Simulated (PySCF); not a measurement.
# A gas-phase reaction: BH3O2S + AlCl3 → AlBCl2H2O2S + ClH

Wanted: the reaction energy for `OB(O)S` + `[Cl][Al]([Cl])[Cl]` → `OB(O)[S][Al]([Cl])[Cl]` + `Cl`.

Programs: PySCF 2.14.0. All values are calculated, for the isolated system unless a continuum is named. Atoms count from 0, parts from 1.

## (1) The system as given

Each species was relaxed by itself at PBE0-D3(BJ)/def2-SVP.

## (2) Reaction energy: wB97M-D3(BJ)/def2-TZVP

Job settings and geometry (Å):

```
{"job": {"kind": "react", "xc": "wB97M-D3(BJ)", "basis": "def2-TZVP"}, "charge": 0, "multiplicity": 1}
-1 BH3O2S charge 0 multiplicity 1
O     -0.664370    -1.143720    -0.093830
B     -0.085780     0.077880     0.011500
O     -0.869160     1.191400     0.036390
S      1.737410     0.195000     0.117330
H     -1.624810    -1.071110    -0.139750
H     -0.386620     2.018750     0.113820
H      1.942330    -1.135340     0.049600

-1 AlCl3 charge 0 multiplicity 1
Cl     2.106570    -0.158630     0.001630
Al     0.035020     0.000000    -0.002630
Cl    -0.902090     1.325190    -1.299740
Cl    -1.098810    -1.160370     1.295150

+1 AlBCl2H2O2S charge 0 multiplicity 1
O      1.862450    -0.919410    -1.077550
B      0.816200    -0.262620    -0.551290
O      0.072790    -0.947820     0.458380
S      0.109750     1.355310    -0.851090
Al    -1.226120     0.467200     0.729120
Cl    -3.109490    -0.273880     0.152340
Cl    -1.048040     1.146920     2.712170
H      2.330680    -0.421920    -1.755950
H      0.308670    -1.840580     0.740180

+1 ClH charge 0 multiplicity 1
Cl     0.642950    -0.003800    -0.003500
H     -0.642060     0.004940     0.004050
```

Method: wB97M-D3(BJ)/def2-TZVP reaction energy of separated species, gas phase.

Started as:

```console
OMP_NUM_THREADS=1 python cluster_run.py task.json out
```

This one command runs all jobs of the session in turn.

The log of the run:

```text
species 1 (BH3O2S)
coarse grid: 29272 points
cycle   1  E = -575.4797035750  dE =  5.562e-01  |g| = 8.172e-01  |ddm| = 1.981e+00
cycle   2  E = -575.4959086617  dE = -1.621e-02  |g| = 8.486e-01  |ddm| = 7.437e-01
cycle   3  E = -575.6086348751  dE = -1.127e-01  |g| = 4.744e-02  |ddm| = 3.576e-01
cycle   4  E = -575.6092590345  dE = -6.242e-04  |g| = 1.811e-02  |ddm| = 5.420e-02
cycle   5  E = -575.6093501550  dE = -9.112e-05  |g| = 5.829e-03  |ddm| = 2.197e-02
cycle   6  E = -575.6093588065  dE = -8.652e-06  |g| = 1.130e-03  |ddm| = 6.361e-03
final grid: 61488 points
cycle   7  E = -575.6093591551  dE = -4.301e-07  |g| = 1.002e-03  |ddm| = 2.203e-03
cycle   8  E = -575.6093591708  dE = -1.569e-08  |g| = 1.102e-03  |ddm| = 1.101e-03
cycle   9  E = -575.6093593667  dE = -1.960e-07  |g| = 8.185e-05  |ddm| = 4.750e-04
cycle  10  E = -575.6093593704  dE = -3.602e-09  |g| = 4.218e-05  |ddm| = 1.655e-04
cycle  11  E = -575.6093593712  dE = -8.401e-10  |g| = 4.965e-06  |ddm| = 9.475e-05
converged SCF energy = -575.6093593712

species 2 (AlCl3)
coarse grid: 25304 points
cycle   1  E = -1623.4298278933  dE =  2.759e-01  |g| = 4.139e-01  |ddm| = 1.837e+00
cycle   2  E = -1623.4571116807  dE = -2.728e-02  |g| = 3.545e-01  |ddm| = 7.003e-01
cycle   3  E = -1623.4859039459  dE = -2.879e-02  |g| = 2.124e-02  |ddm| = 2.831e-01
cycle   4  E = -1623.4861199418  dE = -2.160e-04  |g| = 6.059e-03  |ddm| = 3.444e-02
cycle   5  E = -1623.4861495466  dE = -2.960e-05  |g| = 1.848e-03  |ddm| = 1.473e-02
cycle   6  E = -1623.4861508818  dE = -1.335e-06  |g| = 4.803e-04  |ddm| = 2.111e-03
final grid: 47128 points
cycle   7  E = -1623.4860656376  dE = -1.719e-07  |g| = 2.326e-04  |ddm| = 9.374e-04
cycle   8  E = -1623.4860656594  dE = -2.174e-08  |g| = 1.576e-04  |ddm| = 3.052e-04
cycle   9  E = -1623.4860656662  dE = -6.864e-09  |g| = 3.424e-05  |ddm| = 1.373e-04
cycle  10  E = -1623.4860656675  dE = -1.226e-09  |g| = 1.347e-05  |ddm| = 7.736e-05
cycle  11  E = -1623.4860656675  dE = -5.184e-11  |g| = 1.202e-06  |ddm| = 1.921e-05
converged SCF energy = -1623.4860656675

species 3 (AlBCl2H2O2S)
coarse grid: 45784 points
cycle   1  E = -1738.0876963265  dE =  1.108e+00  |g| = 8.079e-01  |ddm| = 2.614e+00
cycle   2  E = -1738.1318103852  dE = -4.411e-02  |g| = 7.793e-01  |ddm| = 8.985e-01
cycle   3  E = -1738.2314093069  dE = -9.960e-02  |g| = 7.431e-02  |ddm| = 3.839e-01
cycle   4  E = -1738.2325524585  dE = -1.143e-03  |g| = 3.884e-02  |ddm| = 8.127e-02
cycle   5  E = -1738.2328526354  dE = -3.002e-04  |g| = 7.639e-03  |ddm| = 2.818e-02
cycle   6  E = -1738.2328715631  dE = -1.893e-05  |g| = 3.197e-03  |ddm| = 1.041e-02
cycle   7  E = -1738.2328736884  dE = -2.125e-06  |g| = 9.607e-04  |ddm| = 2.799e-03
final grid: 91496 points
cycle   8  E = -1738.2328144107  dE = -2.725e-07  |g| = 1.078e-03  |ddm| = 2.483e-03
cycle   9  E = -1738.2328143917  dE =  1.901e-08  |g| = 1.203e-03  |ddm| = 1.149e-03
cycle  10  E = -1738.2328146328  dE = -2.411e-07  |g| = 5.856e-05  |ddm| = 5.257e-04
cycle  11  E = -1738.2328146358  dE = -2.960e-09  |g| = 4.001e-05  |ddm| = 1.461e-04
cycle  12  E = -1738.2328146364  dE = -6.144e-10  |g| = 7.450e-06  |ddm| = 6.249e-05
converged SCF energy = -1738.2328146364

species 4 (ClH)
coarse grid: 8792 points
cycle   1  E = -460.8485692795  dE = -7.959e-02  |g| = 2.186e-01  |ddm| = 7.689e-01
cycle   2  E = -460.8609844134  dE = -1.242e-02  |g| = 1.368e-01  |ddm| = 2.956e-01
cycle   3  E = -460.8652670589  dE = -4.283e-03  |g| = 1.307e-02  |ddm| = 9.983e-02
cycle   4  E = -460.8653058090  dE = -3.875e-05  |g| = 3.141e-03  |ddm| = 1.037e-02
cycle   5  E = -460.8653111068  dE = -5.298e-06  |g| = 7.173e-04  |ddm| = 4.670e-03
final grid: 17120 points
cycle   6  E = -460.8652801210  dE = -2.145e-07  |g| = 2.926e-04  |ddm| = 8.560e-04
cycle   7  E = -460.8652801446  dE = -2.356e-08  |g| = 1.266e-04  |ddm| = 3.251e-04
cycle   8  E = -460.8652801480  dE = -3.417e-09  |g| = 2.736e-05  |ddm| = 9.151e-05
cycle   9  E = -460.8652801484  dE = -4.561e-10  |g| = 7.431e-07  |ddm| = 5.357e-05
converged SCF energy = -460.8652801484

Reaction energy = -3.124 kcal/mol
```

Run time: 37 s. Hardware: 1 thread of AMD EPYC 7R13, shared host; peak memory 1.2 GiB.

Species by species (with the dispersion term, which the log's SCF energies lack):

```tsv
ν	species	energy (Eh)	HOMO (eV)
-1	OB(O)S	-575.61560	-9.84
-1	[Cl][Al]([Cl])[Cl]	-1623.49038	-11.69
+1	OB(O)[S][Al]([Cl])[Cl]	-1738.24514	-10.12
+1	Cl	-460.86582	-11.82
```

## (3) Reaction energy: PBE0-D3(BJ)/def2-TZVP

Same as in step 2 but for these lines:

```diff
@@ -1,2 +1,2 @@
-{"job": {"kind": "react", "xc": "wB97M-D3(BJ)", "basis": "def2-TZVP"}, "charge": 0, "multiplicity": 1}
+{"job": {"kind": "react", "xc": "PBE0", "basis": "def2-TZVP", "disp": "d3bj"}, "charge": 0, "multiplicity": 1}
 -1 BH3O2S charge 0 multiplicity 1
```

Method: PBE0-D3(BJ)/def2-TZVP reaction energy of separated species, gas phase.

The log of the run:

```text
species 1 (BH3O2S)
coarse grid: 6744 points
cycle   1  E = -575.0608293484  dE =  5.210e-01  |g| = 8.536e-01  |ddm| = 2.056e+00
cycle   2  E = -574.9245619200  dE =  1.363e-01  |g| = 1.236e+00  |ddm| = 1.057e+00
cycle   3  E = -575.1884203596  dE = -2.639e-01  |g| = 7.129e-02  |ddm| = 6.705e-01
cycle   4  E = -575.1895536687  dE = -1.133e-03  |g| = 2.790e-02  |ddm| = 8.741e-02
cycle   5  E = -575.1897209689  dE = -1.673e-04  |g| = 3.869e-03  |ddm| = 2.573e-02
cycle   6  E = -575.1897232047  dE = -2.236e-06  |g| = 1.311e-03  |ddm| = 3.038e-03
final grid: 61488 points
cycle   7  E = -575.1889697116  dE = -5.524e-05  |g| = 6.479e-03  |ddm| = 3.676e-02
cycle   8  E = -575.1889676907  dE =  2.021e-06  |g| = 6.958e-03  |ddm| = 7.117e-03
cycle   9  E = -575.1889755150  dE = -7.824e-06  |g| = 1.107e-03  |ddm| = 3.755e-03
cycle  10  E = -575.1889757047  dE = -1.897e-07  |g| = 2.044e-04  |ddm| = 6.537e-04
cycle  11  E = -575.1889757136  dE = -8.933e-09  |g| = 7.072e-05  |ddm| = 2.113e-04
cycle  12  E = -575.1889757148  dE = -1.155e-09  |g| = 1.727e-05  |ddm| = 5.355e-05
cycle  13  E = -575.1889757149  dE = -6.173e-11  |g| = 6.132e-06  |ddm| = 1.573e-05
converged SCF energy = -575.1889757149

species 2 (AlCl3)
coarse grid: 6496 points
cycle   1  E = -1622.6856618533  dE =  2.728e-01  |g| = 3.800e-01  |ddm| = 1.940e+00
cycle   2  E = -1622.6722504099  dE =  1.341e-02  |g| = 4.702e-01  |ddm| = 7.900e-01
cycle   3  E = -1622.7262541868  dE = -5.400e-02  |g| = 4.813e-02  |ddm| = 4.172e-01
cycle   4  E = -1622.7266991720  dE = -4.450e-04  |g| = 1.760e-02  |ddm| = 4.514e-02
cycle   5  E = -1622.7267784753  dE = -7.930e-05  |g| = 1.320e-03  |ddm| = 1.481e-02
cycle   6  E = -1622.7267788707  dE = -3.954e-07  |g| = 2.844e-04  |ddm| = 1.188e-03
final grid: 47128 points
cycle   7  E = -1622.7278896214  dE = -1.534e-05  |g| = 4.329e-03  |ddm| = 9.969e-03
cycle   8  E = -1622.7278897929  dE = -1.714e-07  |g| = 3.569e-03  |ddm| = 5.432e-03
cycle   9  E = -1622.7278918931  dE = -2.100e-06  |g| = 5.947e-04  |ddm| = 3.025e-03
cycle  10  E = -1622.7278919918  dE = -9.869e-08  |g| = 6.400e-05  |ddm| = 5.129e-04
cycle  11  E = -1622.7278919928  dE = -9.466e-10  |g| = 1.082e-05  |ddm| = 5.731e-05
converged SCF energy = -1622.7278919928

species 3 (AlBCl2H2O2S)
coarse grid: 11000 points
cycle   1  E = -1737.1281378053  dE =  9.651e-01  |g| = 8.285e-01  |ddm| = 2.759e+00
cycle   2  E = -1737.0408760305  dE =  8.726e-02  |g| = 1.113e+00  |ddm| = 1.104e+00
cycle   3  E = -1737.2532897209  dE = -2.124e-01  |g| = 1.268e-01  |ddm| = 6.205e-01
cycle   4  E = -1737.2565793800  dE = -3.290e-03  |g| = 4.553e-02  |ddm| = 1.262e-01
cycle   5  E = -1737.2569148874  dE = -3.355e-04  |g| = 1.206e-02  |ddm| = 3.177e-02
cycle   6  E = -1737.2569415994  dE = -2.671e-05  |g| = 3.358e-03  |ddm| = 9.138e-03
cycle   7  E = -1737.2569432258  dE = -1.626e-06  |g| = 9.631e-04  |ddm| = 2.065e-03
final grid: 91496 points
cycle   8  E = -1737.2567309444  dE = -6.085e-05  |g| = 7.670e-03  |ddm| = 3.761e-02
cycle   9  E = -1737.2567273535  dE =  3.591e-06  |g| = 8.258e-03  |ddm| = 9.984e-03
cycle  10  E = -1737.2567398011  dE = -1.245e-05  |g| = 1.034e-03  |ddm| = 5.508e-03
cycle  11  E = -1737.2567399809  dE = -1.798e-07  |g| = 2.600e-04  |ddm| = 6.295e-04
cycle  12  E = -1737.2567399949  dE = -1.397e-08  |g| = 8.831e-05  |ddm| = 2.546e-04
cycle  13  E = -1737.2567399964  dE = -1.535e-09  |g| = 2.487e-05  |ddm| = 6.150e-05
cycle  14  E = -1737.2567399965  dE = -1.510e-10  |g| = 3.775e-06  |ddm| = 2.331e-05
converged SCF energy = -1737.2567399965

species 4 (ClH)
coarse grid: 2248 points
cycle   1  E = -460.6520590171  dE = -4.486e-02  |g| = 1.913e-01  |ddm| = 8.003e-01
cycle   2  E = -460.6551316992  dE = -3.073e-03  |g| = 1.855e-01  |ddm| = 3.546e-01
cycle   3  E = -460.6638819920  dE = -8.750e-03  |g| = 1.442e-02  |ddm| = 1.632e-01
cycle   4  E = -460.6639028640  dE = -2.087e-05  |g| = 2.783e-03  |ddm| = 7.489e-03
cycle   5  E = -460.6639045193  dE = -1.655e-06  |g| = 1.077e-03  |ddm| = 2.587e-03
final grid: 17120 points
cycle   6  E = -460.6643742620  dE = -4.372e-06  |g| = 2.147e-03  |ddm| = 4.635e-03
cycle   7  E = -460.6643743465  dE = -8.448e-08  |g| = 1.707e-03  |ddm| = 2.692e-03
cycle   8  E = -460.6643748773  dE = -5.308e-07  |g| = 1.383e-04  |ddm| = 1.393e-03
cycle   9  E = -460.6643748828  dE = -5.479e-09  |g| = 2.098e-05  |ddm| = 1.112e-04
cycle  10  E = -460.6643748828  dE = -9.777e-11  |g| = 4.487e-06  |ddm| = 1.688e-05
converged SCF energy = -460.6643748828

Reaction energy = -4.255 kcal/mol
```

Wall time 21 s (1 thread of AMD EPYC 7R13, shared host); peak memory 0.91 GiB.

Reaction energy at this level: -4.25 kcal/mol.

## (4) Comparing the runs

Energies in kcal/mol, with wall time:

```tsv
run	reaction	time
wB97M-D3(BJ)/def2-TZVP	-3.12	37 s
PBE0-D3(BJ)/def2-TZVP	-4.25	21 s
```

## (5) Results

| quantity | value |
| --- | --- |
| reaction energy (wB97M-D3(BJ)/def2-TZVP) | -3.12 kcal/mol |
| ΔH, ΔG at 298 K (xTB thermal terms) | -4.1, -2.4 kcal/mol |
| range of the reaction energy over the runs of this table | -4.25 to -3.12 kcal/mol |

The reaction is exothermic by 4.1 kcal/mol in the gas phase; dispersion gives -1.45, and xTB itself gave 7.81 for the electronic energy (xTB energies and thermal terms come from the earlier relaxation of each species, not shown). No barrier was sought. xTB and this level differ widely in the electronic energy, so what comes from xTB (the thermal terms above all) is less safe here. The reaction energy runs from -4.25 (PBE0-D3(BJ)/def2-TZVP) to -3.12 kcal/mol (wB97M-D3(BJ)/def2-TZVP).
